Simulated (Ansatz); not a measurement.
# Ti2SiS: one geometry, two states

An SCF can end in more than one state. Here Ti2SiS, a known structure type filled with other elements, at an estimated volume, is run from each state found earlier: which lies lowest, and what else changes?

Method: DFT, r2SCAN, with U_eff = 4.98 eV on Ti d and an intersite V, plane waves, PAW, in Ansatz 0.2.0.

## (1) The cell

Symmetry: P6_3/mmc, No. 194, hexagonal system. The conventional cell has a = 3.328 Å, b = 3.328 Å, c = 11.612 Å, α = 90.00°, β = 90.00°, γ = 120.00°. Ti (site symmetry 3m) has 3 Si at 2.24 Å and 3 S at 2.60 Å as nearest neighbours. Around Si (site symmetry -3m) lie 6 Ti at 2.24 Å. S (site symmetry -6m2) is surrounded by 6 Ti at 2.60 Å.

Its coordinates follow in the input file.

The states: A, Ti1 up, Ti2 down, Ti3 up, Ti4 down (collinear spin); B, no atom with a moment over 0.3 μB (collinear spin). Each run reads its own saved solution as saved_state.

## (2) Run from state A

input.yaml

```yaml
crystal:
  lattice:
    - [1.663977, 2.882091, 0.0]
    - [-1.663977, 2.882091, 0.0]
    - [0.0, 0.0, 11.611551]
  atoms:
    - { symbol: Ti, position: [0.33333, 0.33334, 0.099], spin: 1.0 }
    - { symbol: Ti, position: [0.66666, 0.66667, 0.599], spin: 1.0 }
    - { symbol: Ti, position: [0.33333, 0.33334, 0.401], spin: 1.0 }
    - { symbol: Ti, position: [0.66667, 0.66667, 0.901], spin: 1.0 }
    - { symbol: Si, position: [0.0, 0.0, 0.0], spin: 0.0 }
    - { symbol: Si, position: [0.0, 0.0, 0.5], spin: 0.0 }
    - { symbol: S, position: [0.66667, 0.66666, 0.25], spin: 0.0 }
    - { symbol: S, position: [0.33334, 0.33333, 0.75], spin: 0.0 }
  symmetry: { detect: false, time_reversal: true }
kpoints:
  mp_grid: { grid: [8, 8, 2], shift: [0, 0, 0] }
  band_path:
    path:
      - [0.0, 0.0, 0.0]
      - [0.49999996, -1.5e-07, 0.0]
      - [0.66666652, 0.33333311, 0.0]
      - [0.0, 0.0, 0.0]
      - [0.0, 0.0, 0.5]
      - [0.49999996, -1.5e-07, 0.5]
      - [0.66666652, 0.33333311, 0.5]
      - [0.0, 0.0, 0.5]
      - [0.49999996, -1.5e-07, 0.5]
      - [0.49999996, -1.5e-07, 0.0]
      - [0.66666652, 0.33333311, 0.5]
    npoints: 6
magnetization:
  spin_polarized: true
scf:
  occupations: { method: fermi_dirac }
  lower_state_search: "off"
  max_iter: 200
hamiltonian:
  pseudopotentials: { kind: paw }
  xc: r2scan
  hubbard:
    projectors: all-electron-ortho-atomic
    sites:
      - { species: Ti, l: d, u_eff: 4.98 }
      - { species: S, l: p, u_eff: 0.0 }
    v: [{ species: [Ti, S], l: [d, p], v: 0.75, r_cut: 3.121 }]
basis:
  ecutwfc: 500
  fft_grid_basis: typed
output:
  forces: true
  stress: true
  eigenvalues: true
  bader: true
  populations: true
  elf: true
  write_potential: true
  volumetric_format: npy
  dos:
    e_range: [-12, 8]
    de: 0.05
    projected: { site_lists: { S: [S], Si: [Si], Ti: [Ti] } }
checkpoint:
  read: saved_state
```

## (4) State B: the run

input.yaml

```yaml
crystal:
  lattice:
    - [1.663977, 2.882091, 0.0]
    - [-1.663977, 2.882091, 0.0]
    - [0.0, 0.0, 11.611551]
  atoms:
    - { symbol: Ti, position: [0.33333, 0.33334, 0.099] }
    - { symbol: Ti, position: [0.66666, 0.66667, 0.599] }
    - { symbol: Ti, position: [0.33333, 0.33334, 0.401] }
    - { symbol: Ti, position: [0.66667, 0.66667, 0.901] }
    - { symbol: Si, position: [0.0, 0.0, 0.0] }
    - { symbol: Si, position: [0.0, 0.0, 0.5] }
    - { symbol: S, position: [0.66667, 0.66666, 0.25] }
    - { symbol: S, position: [0.33334, 0.33333, 0.75] }
kpoints:
  mp_grid: { grid: [8, 8, 2], shift: [0, 0, 0] }
magnetization:
  spin_polarized: true
scf:
  occupations: { method: fermi_dirac }
  lower_state_search: "off"
  max_iter: 200
hamiltonian:
  pseudopotentials: { kind: paw }
  xc: r2scan
  hubbard:
    projectors: all-electron-ortho-atomic
    sites:
      - { species: Ti, l: d, u_eff: 4.98 }
      - { species: S, l: p, u_eff: 0.0 }
    v: [{ species: [Ti, S], l: [d, p], v: 0.75, r_cut: 3.121 }]
basis:
  ecutwfc: 500
  fft_grid_basis: typed
output:
  forces: true
  stress: true
  eigenvalues: true
  bader: true
  populations: true
  elf: true
  write_potential: true
  volumetric_format: npy
  dos:
    e_range: [-12, 8]
    de: 0.05
    projected: { site_lists: { S: [S], Si: [Si], Ti: [Ti] } }
checkpoint:
  read: saved_state
```

(Steps that only read results are left out.)

What does the calculation give? Wanted: for each run, free energy; largest site moment; size of the net moment; gap; pressure; largest force.

The runs gave:

```tsv
state	free energy (meV/atom)	largest site moment (μB)	size of the net moment (μB/cell)	gap (eV)	pressure (GPa)	largest force (eV/Å)	SCF cycles
A	0.0	0.74	0.00	0.28	51.3	6.86	11
B	66.0	0.00	0.00	metal	39.7	6.05	13
```

What this shows: State A wins by 66.0 meV per atom over B. They differ in kind: A is gapped, B is a metal. The atoms are far from rest (forces to 6.9 eV/Å), so order and character hold for this geometry alone. At the same volume their pressures differ by 11.5 GPa, the state with the larger moments having the higher pressure, so it wants the larger volume. Every run converged, so convergence alone does not show that a state is the lowest.

Limits of this run: a band edge lies within two smearing widths of the Fermi level; atoms or cell far from equilibrium; the gap is not wide against the smearing; the stability of the state was not judged.
